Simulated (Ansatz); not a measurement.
# BClH₂Te: ionisation energy by level of theory

The task here is to estimate one member of a computed series from the others.

Program: Ansatz 0.2.0, Gaussian basis. Level of theory: unrestricted cation, the program's frozen cores in correlated methods. These are calculated values, not measurements.

The runs, in order: UKS PBE-D4/def2-TZVPP; UKS r2SCAN-D4/def2-TZVPP; UKS PBE0-D4/def2-TZVPP; UKS B3LYP-D4/def2-TZVPP; UKS wB97X-V/def2-TZVPP; UKS wB97M-V/def2-TZVPP; UKS B2PLYP/def2-TZVPP; UHF-CCSD(T)/def2-TZVPP; UHF-MP2/def2-QZVPP; extrapolation to the limit; then −ε(HOMO) from the neutral's earlier runs with LDA (SPW92), PBE-D4, revPBE-D4, BLYP-D4, r2SCAN-D4, B97M-V, PBE0-D4, B3LYP-D4, r2SCANh-D4, r2SCAN0-D4, HSE06-D4, BHLYP-D4, CAM-B3LYP-D4, LC-ωPBE, ωB97X-V, ωB97M-V.

## The relaxed structure

All runs share one geometry, relaxed beforehand with PBE0-D4 in a triple-zeta def2 set. Te takes the def2 core potential; no spin-orbit term is included.

SMILES `ClB[TeH]`, 5 atoms, charge 0, spin multiplicity 1.

Atoms are counted from 1 here; the program's logs count them from 0.

Bond lengths: Cl1–B2 1.738 Å, B2–Te3 2.120 Å, B2–H4 1.190 Å, Te3–H5 1.658 Å. Angles: Cl1–B2–Te3 124.0°, Cl1–B2–H4 119.1°, Te3–B2–H4 116.9°, B2–Te3–H5 95.1°.

Set-up of the first run:

File in.yaml:

```yaml
crystal:
  periodic: [false, false, false]
  atoms:
    - {symbol: Cl, position_ang: [-1.200782, -0.584486, 1.285918]}
    - {symbol: B, position_ang: [-0.532694, -0.355188, -0.302353]}
    - {symbol: Te, position_ang: [1.291505, 0.655782, -0.685277]}
    - {symbol: H, position_ang: [-1.119113, -0.783801, -1.245302]}
    - {symbol: H, position_ang: [1.610884, 0.994094, 0.905613]}
basis:
  gaussian: {orbitals: def2-TZVPP}
total_charge: 1
magnetization: {spin_polarized: true, initial_magnetization: 1}
hamiltonian: {xc: pbe, dispersion: d4}
```

Command:

```console
ansatz run in.yaml --threads 2 --pin off --events-out ev --progress --plain --max-ram 4352MiB
```

Among the steps run: Cation, UKS PBE-D4/def2-TZVPP; Cation, UKS r2SCAN-D4/def2-TZVPP; Cation, UKS PBE0-D4/def2-TZVPP; Cation, UKS B3LYP-D4/def2-TZVPP; Cation, UKS wB97X-V/def2-TZVPP; Cation, UKS wB97M-V/def2-TZVPP; Cation, UKS B2PLYP (frozen core)/def2-TZVPP; Cation, UHF-CCSD(T)/def2-TZVPP; Cation, UHF-MP2/def2-QZVPP.

One table of the session follows, with a row left open; its other results are not shown here.

It belongs to the step «Ionisation energies side by side». Orbital estimates, from the neutral's runs:

| functional | −ε(HOMO) (eV) |
| --- | --- |
| LDA (SPW92) | 6.32 |
| PBE-D4 | 6.16 |
| revPBE-D4 | 6.10 |
| BLYP-D4 | 5.97 |
| r2SCAN-D4 | 6.39 |
| B97M-V | 6.33 |
| PBE0-D4 | 7.13 |
| B3LYP-D4 | 6.91 |
| r2SCANh-D4 | 6.75 |
| r2SCAN0-D4 | 7.29 |
| HSE06-D4 | 6.75 |
| BHLYP-D4 | 7.93 |
| CAM-B3LYP-D4 | 8.29 |
| LC-ωPBE | 9.57 |
| ωB97X-V | ? |
| ωB97M-V | 9.14 |

Q: Estimate the row for ωB97X-V from the others.

The run gave: −ε(HOMO) (eV): 9.25. In the column «−ε(HOMO) (eV)» it lies between ωB97M-V (9.14) and LC-ωPBE (9.57).
